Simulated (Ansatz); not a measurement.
**CH₂AlCl₂F: up Jacob's ladder to CCSD(T)**

An exercise on one series of results from a longer session: the logs are not shown, and one member is left open.

The runs use Ansatz 0.2.0, Gaussian basis; functionals in def2-TZVPP, the program's frozen cores in correlated methods.

Levels to be run: LDA (SPW92), PBE-D4, revPBE-D4, BLYP-D4, r2SCAN-D4, B97M-V, PBE0-D4, B3LYP-D4, r2SCANh-D4, r2SCAN0-D4, HSE06-D4, BHLYP-D4, CAM-B3LYP-D4, LC-ωPBE, ωB97X-V, ωB97M-V, B2PLYP, PBE-QIDH; CCSD(T)/def2-SVP; CCSD(T)/def2-TZVPP; MP2/def2-QZVPP; extrapolation to the limit; RPA on PBE.

**Structure used throughout**

The geometry comes from an earlier relaxation with PBE0-D4 in a triple-zeta def2 set; it is a stationary point, not always the lowest conformer.

7 atoms, charge 0, spin multiplicity 1.

Atoms are counted from 1 here; the program's logs count them from 0.

Bond lengths: F1–C2 1.285 Å, C2–Al3 2.073 Å, C2–Cl4 1.686 Å, Al3–Cl5 2.203 Å, Al3–H6 1.582 Å, Al3–H7 1.581 Å. Angles: F1–C2–Al3 123.2°, F1–C2–Cl4 110.8°, Al3–C2–Cl4 125.2°, C2–Al3–Cl5 74.4°, C2–Al3–H6 109.0°, C2–Al3–H7 108.8°, Cl5–Al3–H6 113.9°, Cl5–Al3–H7 113.9°, H6–Al3–H7 124.9°.

Geometry (Å):

```xyz
7

F    -1.8667   -0.6134    0.5224
C    -0.7687   -0.6636   -0.1437
Al    0.9314    0.3954    0.3915
Cl   -0.9921   -1.4680   -1.6081
Cl   -0.3237    1.8165   -0.7311
H     0.9212    0.6284    1.9558
H     2.1599   -0.1634   -0.4323
```

Set-up of the first run:

in.yaml

```yaml
crystal:
  periodic: [false, false, false]
  atoms:
    - {symbol: F, position_ang: [-1.866685, -0.613411, 0.522361]}
    - {symbol: C, position_ang: [-0.768667, -0.663580, -0.143685]}
    - {symbol: Al, position_ang: [0.931425, 0.395397, 0.391456]}
    - {symbol: Cl, position_ang: [-0.992075, -1.467989, -1.608114]}
    - {symbol: Cl, position_ang: [-0.323690, 1.816543, -0.731149]}
    - {symbol: H, position_ang: [0.921204, 0.628416, 1.955774]}
    - {symbol: H, position_ang: [2.159890, -0.163373, -0.432343]}
basis:
  gaussian: {orbitals: def2-TZVPP}
hamiltonian: {xc: lda}
output: {orbitals: {seedname: orbitals}}
```

Among the steps run: LDA; PBE-D4 (GGA); revPBE-D4 (GGA); BLYP-D4 (GGA); r2SCAN-D4 (meta-GGA); B97M-V (meta-GGA); PBE0-D4 (hybrid); B3LYP-D4 (hybrid); r2SCANh-D4 (hybrid); r2SCAN0-D4 (hybrid); HSE06-D4 (hybrid); BHLYP-D4 (hybrid); CAM-B3LYP-D4 (range-separated); LC-ωPBE (range-separated); ωB97X-V (range-separated); ωB97M-V (range-separated); B2PLYP (double hybrid); PBE-QIDH (double hybrid).

One table of the session follows, with a row left open; its other results are not shown here.

It belongs to the step «Orbital energies across the functionals». 

```
  functional  HOMO (eV)  LUMO (eV)  gap (eV)
 LDA (SPW92)      -6.86      -4.83      2.02
      PBE-D4      -6.80      -4.59      2.21
   revPBE-D4      -6.77      -4.50      2.27
     BLYP-D4      -6.71      -4.45      2.26
   r2SCAN-D4      -7.14      -4.50      2.64
      B97M-V      -7.22      -4.47      2.75
     PBE0-D4      -8.09      -3.73      4.37
    B3LYP-D4      -7.90      -3.93      3.97
  r2SCANh-D4      -7.61      -4.17      3.44
  r2SCAN0-D4      -8.31      -3.65      4.66
    HSE06-D4      -7.69      -4.11      3.58
    BHLYP-D4          ?          ?         ?
CAM-B3LYP-D4      -9.48      -2.60      6.88
     LC-ωPBE     -10.85      -1.50      9.35
     ωB97X-V     -10.50      -1.50      9.00
     ωB97M-V     -10.28      -1.52      8.76
```

Estimate the missing values for BHLYP-D4.

Worked estimate for «HOMO (eV)». Against the share of exact exchange, BLYP-D4 (0, -6.71), B3LYP-D4 (0.2, -7.90) give a slope of -5.95 per unit share; at 0.5 the line stands at -9.68.

**Answer.** HOMO (eV): -9.32; LUMO (eV): -2.62; gap (eV): 6.70. In «HOMO (eV)» the line misses by -0.36.
